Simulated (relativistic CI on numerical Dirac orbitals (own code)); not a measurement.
# Ta³⁴⁺: how the levels respond to the fine-structure constant and the nuclear radius

Aim: the factor q = dE/dx of each excitation energy, x = (α/α0)² − 1, by finite differences, and the field-shift factor by the mean square nuclear radius, for the lowest 30 levels.

Method: Dirac-Coulomb-Breit CI, KLI orbitals optimised for each configuration, derivatives by finite differences. Code: relativistic CI on numerical Dirac orbitals (own code) version 2.

## Step 1: Starting point

* ion: Ta³⁴⁺ (Ta XXXV)
* nuclear charge: 73
* electrons: 39
* isotope: A = 181
* first configuration: [Kr] 4d3

Outer shells as boxes (Hund's rule):

[Kr] 4d3
```
[Kr] core
4d [↑ ][↑ ][↑ ][  ][  ]
```

## Step 2: Levels and derivatives

The run's settings:

```ini
atom Ta  Z=73  charge=34  electrons=39
nucleus A=181  rms_radius_fm=5.3507
hamiltonian dirac-coulomb  breit=on  qed=off  c_scale=1
orbitals kli  potential=per-configuration
slater_scale 1
correlation none
mixing on
configurations
  [Kr] 4d3
  [Kr] 4d2 4f
  [Ar] 3d10 4s2 4p5 4d4
  [Kr] 4d 4f2
  [Ar] 3d10 4s 4p6 4d4
  [Ar] 3d10 4p6 4d5
  [Kr] 4d2 5s
  [Kr] 4d 4f 5s
end
derivatives alpha2 +-0.01 radius +-1%
```

Results of the run (chosen fields of its result record, rounded):

```text
{
  "status": "converged",
  "levels [i, E_cm, J2, conf, term, w_term]": [
    [0, 0, 3, "4s2 4p6 4d3", "4F", 0.5117],
    [1, 110322.93, 5, "4s2 4p6 4d3", "4F", 0.8491],
    [2, 130281.73, 3, "4s2 4p6 4d3", "4P", 0.3984],
    [3, 142367.52, 7, "4s2 4p6 4d3", "2G", 0.4459],
    [4, 145894.58, 1, "4s2 4p6 4d3", "4P", 0.6051],
    [5, 147305.16, 9, "4s2 4p6 4d3", "2G", 0.4287],
    [6, 209258.78, 5, "4s2 4p6 4d3", "4P", 0.4873],
    [7, 251075.84, 7, "4s2 4p6 4d3", "4F", 0.5703],
    [8, 265430.07, 9, "4s2 4p6 4d3", "4F", 0.5273],
    [9, 276470.29, 3, "4s2 4p6 4d3", "4P", 0.4077],
    [10, 285928.77, 1, "4s2 4p6 4d3", "2P", 0.6052],
    [11, 295309.84, 5, "4s2 4p6 4d3", "2D", 0.4898],
    [12, 298858.53, 11, "4s2 4p6 4d3", "2H", 0.9986],
    [13, 315766.73, 5, "4s2 4p6 4d3", "2D", 0.4194],
    [14, 323787.59, 7, "4s2 4p6 4d3", "2F", 0.8283],
    [15, 373414.16, 3, "4s2 4p6 4d3", "2D", 0.6391],
    [16, 402647.68, 9, "4s2 4p6 4d3", "2G", 0.5307],
    [17, 445941.83, 3, "4s2 4p6 4d3", "2D", 0.5855],
    [18, 475887.15, 5, "4s2 4p6 4d3", "2D", 0.6247],
    [19, 1233927.9, 3, "4s2 4p5 4d4", "4P*", 0.2162],
    [20, 1315215.3, 5, "4s2 4p5 4d4", "6D*", 0.3713],
    [21, 1342158.2, 7, "4s2 4p5 4d4", "6D*", 0.3431],
    [22, 1344522, 1, "4s2 4p5 4d4", "6D*", 0.3134],
    [23, 1351198, 9, "4s2 4p5 4d4", "4F*", 0.2971],
    [24, 1357675.2, 3, "4s2 4p5 4d4", "2D*", 0.2583],
    [25, 1376982, 7, "4s2 4p5 4d4", "2G*", 0.2333],
    [26, 1378637.3, 11, "4s2 4p5 4d4", "4G*", 0.3626],
    [27, 1394527, 5, "4s2 4p5 4d4", "4F*", 0.3025],
    [28, 1394916.5, 3, "4s2 4p5 4d4", "4D*", 0.2356],
    [29, 1412827.7, 5, "4s2 4p5 4d4", "4D*", 0.2709]
  ],
  "sensitivity [i, q_alpha_cm, field_shift_GHz_per_fm2]": [
    [0, 0, 0],
    [1, 1.346e+05, 3.564],
    [2, 1.294e+05, 3.167],
    [3, 1.406e+05, 3.732],
    [4, 1.326e+05, 3.023],
    [5, 1.337e+05, 3.877],
    [6, 1.538e+05, 3.725],
    [7, 2.642e+05, 6.954],
    [8, 2.707e+05, 7.469],
    [9, 2.687e+05, 6.426],
    [10, 2.698e+05, 6.706],
    [11, 2.552e+05, 5.757],
    [12, 2.687e+05, 7.817],
    [13, 2.755e+05, 6.465],
    [14, 2.662e+05, 6.686],
    [15, 2.906e+05, 7.82],
    [16, 4.039e+05, 10.61],
    [17, 3.877e+05, 9.419],
    [18, 3.964e+05, 10.44],
    [19, 6.299e+04, 10.54],
    [20, 1.99e+05, 13.85],
    [21, 2.163e+05, 14.46],
    [22, 2.019e+05, 12.52],
    [23, 2.055e+05, 14.6],
    [24, 1.869e+05, 13.94],
    [25, 1.921e+05, 14.34],
    [26, 1.926e+05, 14.49],
    [27, 1.953e+05, 13.97],
    [28, 2.133e+05, 14.16],
    [29, 2.101e+05, 14.78]
  ],
  "n_levels_all": 30,
  "configurations [conf, odd, states]": [
    ["4s2 4p6 4d3", 0, 120],
    ["4s2 4p6 4d2 4f", 1, 630],
    ["4s2 4p5 4d4", 1, 1260],
    ["4s2 4p6 4d 4f2", 0, 910],
    ["4s 4p6 4d4", 0, 420],
    ["4p6 4d5", 0, 252],
    ["4s2 4p6 4d2 5s", 0, 90],
    ["4s2 4p6 4d 4f 5s", 1, 280]
  ]
}
```

Wall time 2 s (1 thread, shared host).

The relative sensitivity K = 2q/E of the transition from the lowest level:

```csv
level,energy (eV),q (cm⁻¹),K,field shift (GHz/fm²)
4d3 4F5/2,13.68,134600,2.440,3.56
4d3 [4d3/2^2 4d5/2] J=3/2,16.15,129400,1.986,3.17
4d3 [4d3/2^2 4d5/2] J=7/2,17.65,140600,1.975,3.73
4d3 [4d3/2^2 4d5/2] J=1/2,18.09,132600,1.818,3.02
4d3 [4d3/2^2 4d5/2] J=9/2,18.26,133700,1.816,3.88
4d3 [4d3/2^2 4d5/2] J=5/2 (ii),25.94,153800,1.470,3.73
4d3 [4d3/2 4d5/2^2] J=7/2,31.13,264200,2.105,6.95
4d3 [4d3/2 4d5/2^2] J=9/2,32.91,270700,2.039,7.47
4d3 [4d3/2 4d5/2^2] J=3/2,34.28,268700,1.944,6.43
4d3 [4d3/2 4d5/2^2] J=1/2,35.45,269800,1.887,6.71
4d3 [4d3/2 4d5/2^2] J=5/2,36.61,255200,1.728,5.76
4d3 2H11/2,37.05,268700,1.798,7.82
4d3 [4d3/2 4d5/2^2] J=5/2 (ii),39.15,275500,1.745,6.47
4d3 2F7/2,40.14,266200,1.645,6.69
4d3 2D3/2,46.30,290600,1.556,7.82
4d3 [4d5/2^3] J=9/2,49.92,403900,2.006,10.6
4d3 [4d5/2^3] J=3/2,55.29,387700,1.739,9.42
```

## Step 3: Summary of results

| quantity | value |
| --- | --- |
| lowest level | 4d3 [4d3/2^3] J=3/2 |
| largest q in size, lowest 30 levels | 403900 cm⁻¹ (4d3 [4d5/2^3] J=9/2) |
| largest K in size within the lowest configuration | 2.44 (4d3 4F5/2) |
| largest field-shift factor among them | 14.8 GHz/fm² (4p5 4d4 [4p3/2^3 4d3/2^3 4d5/2] J=5/2° (iii)) |

In words: Among these levels the largest q belongs to 4d3 [4d5/2^3] J=9/2, within the lowest configuration. K = 2q/E, the relative sensitivity of a level, hangs on the computed energy: between configurations that lie close it can be off by a factor of several.
